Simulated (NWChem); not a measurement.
**SnS (SMILES [S][Sn]) at 3 levels**

Wanted: a comparison of 3 runs (HF/def2-TZVP, MP2/def2-TZVP, CCSD(T)/def2-TZVP) of SnS. 

The calculation is run with NWChem 7.3.0.

2 further runs of the same task are left out: 2 that didn't finish.

**1. The system as given**

SnS has 2 atoms, charge 0, and is taken as a singlet. SMILES: `[S][Sn]`. The S1–Sn2 distance was set to 4.860 Å, away from the relaxed value.

**2. A single-point energy at HF/def2-TZVP (core potential) (run 1)**

Input file struct.nw:

```
start struct
memory total 2200 mb

geometry noautosym nocenter noautoz
  S     0.000000    0.000000   -2.650874
  Sn    0.000000    0.000000    2.209026
end

basis "ao basis" spherical bse
  S library def2-TZVP
  Sn library def2-TZVP
end

ecp bse
  Sn library def2-TZVP
end

scf
  thresh 1e-08
  maxiter 80
end

task scf energy
```

The run is started by

```
$ nwchem struct.nw > struct.out
```

Output:

```text
[...]
  functions       =    87
[...]
  wavefunction    = RHF
[...]
         Total SCF energy =   -610.710574872967
      One-electron energy =  -1001.710350325512
      Two-electron energy =    352.671745730145
 Nuclear repulsion energy =     38.328029722400
        Time for solution =     21.3s
[...]
```

Run time: 23 s. Hardware: 1 thread of Intel Xeon 6975P-C (Granite Rapids), shared host; peak memory 0.096 GiB.

**3. A single-point energy at MP2/def2-TZVP (core potential) (run 2)**

Input file ssn.nw:

```
start ssn
memory 2200 mb
geometry noautosym nocenter noautoz
  S      0.000000     0.000000    -2.650874
  Sn     0.000000     0.000000     2.209026
end
basis spherical bse
  * library def2-TZVP
end
ecp bse
  Sn library def2-TZVP
end
scf
  thresh 1e-08
  maxiter 80
  print medium
end
mp2
  freeze core 9
  tight
end
task mp2 energy
```

The run is started by

```
$ nwchem ssn.nw > ssn.out
```

Output:

```text
[...]
  functions       =    87
[...]
  wavefunction    = RHF
[...]
         Total SCF energy =   -610.710574872967
      One-electron energy =  -1001.710350325512
      Two-electron energy =    352.671745730145
 Nuclear repulsion energy =     38.328029722400
        Time for solution =     21.5s
[...]
          Total MP2 energy          -611.122445312029
[...]
```

Wall time 25 s (1 thread of Intel Xeon 6975P-C (Granite Rapids), shared host); peak memory 0.19 GiB.

**4. The energy at CCSD(T)/def2-TZVP (core potential) (run 3)**

Input file job.nw:

```
start job
title "SnS"
memory 2200 mb
geometry noautosym nocenter noautoz
S     0.000000    0.000000   -2.650874
Sn    0.000000    0.000000    2.209026
end
basis "ao basis" spherical bse
* library def2-TZVP
end
ecp bse
Sn library def2-TZVP
end
scf
thresh 1e-08
maxiter 80
print medium
end
ccsd
freeze core 9
maxiter 60
end
task ccsd(t)
```

The run is started by

```
$ nwchem job.nw > job.out
```

Output:

```text
[...]
  functions       =    87
[...]
  wavefunction    = RHF
[...]
         Total SCF energy =   -610.710574872967
      One-electron energy =  -1001.710350325512
      Two-electron energy =    352.671745730145
 Nuclear repulsion energy =     38.328029722400
        Time for solution =     20.1s
[...]
 Total MP2 energy:           -611.122445312029413
[...]
             energy      energy      error      ampl     ampl      Block
                                                time     time      time
[...]
 Total CCSD energy:           -611.161478536889831
[...]
 Total CCSD+T(CCSD) energy:           -611.203705938344001
[...]
 Total CCSD(T) energy:                -611.202187624723024
[...]
```

It took 4.6 min on 1 thread of Intel Xeon 6975P-C (Granite Rapids), shared host; peak memory 0.22 GiB.

**5. Overview of the runs**

| run | level | module | frozen core orbitals | energy (Eh) | HOMO energy (eV) | LUMO energy (eV) | HOMO–LUMO gap (eV) | wall time |
| --- | --- | --- | --- | --- | --- | --- | --- | --- |
| 1 | HF/def2-TZVP (core potential) | scf | – | -610.710575 | -6.28 | -1.25 | 5.03 | 23 s |
| 2 | MP2/def2-TZVP (core potential) | mp2 | 9 | -611.122445 | -6.28 | -1.25 | 5.03 | 25 s |
| 3 | CCSD(T)/def2-TZVP (core potential) | ccsd(t) | 9 | -611.202188 | -6.28 | -1.25 | 5.03 | 4.6 min |

**6. Outcome**

| quantity | value |
| --- | --- |
| run 3: total energy | -611.20219 Eh |
| run 3: HOMO energy (Hartree–Fock orbitals) | -6.28 eV |
| run 3: LUMO energy (Hartree–Fock orbitals) | -1.25 eV |
| run 3: HOMO–LUMO gap (Hartree–Fock orbitals) | 5.03 eV |
| run 3: correlation energy (9 core orbitals frozen) | -491.6 mEh |
| run 3: (T) correction | -40.71 mEh |

Below the HF energy at the same shape and in the same basis (def2-TZVP): MP2 -411.9 mEh; CCSD(T) -491.6 mEh. In runs 1, 2, 3 a closed-shell determinant meets a far-stretched bond, which it describes badly. All runs together took 5.3 min, the longest 4.6 min.
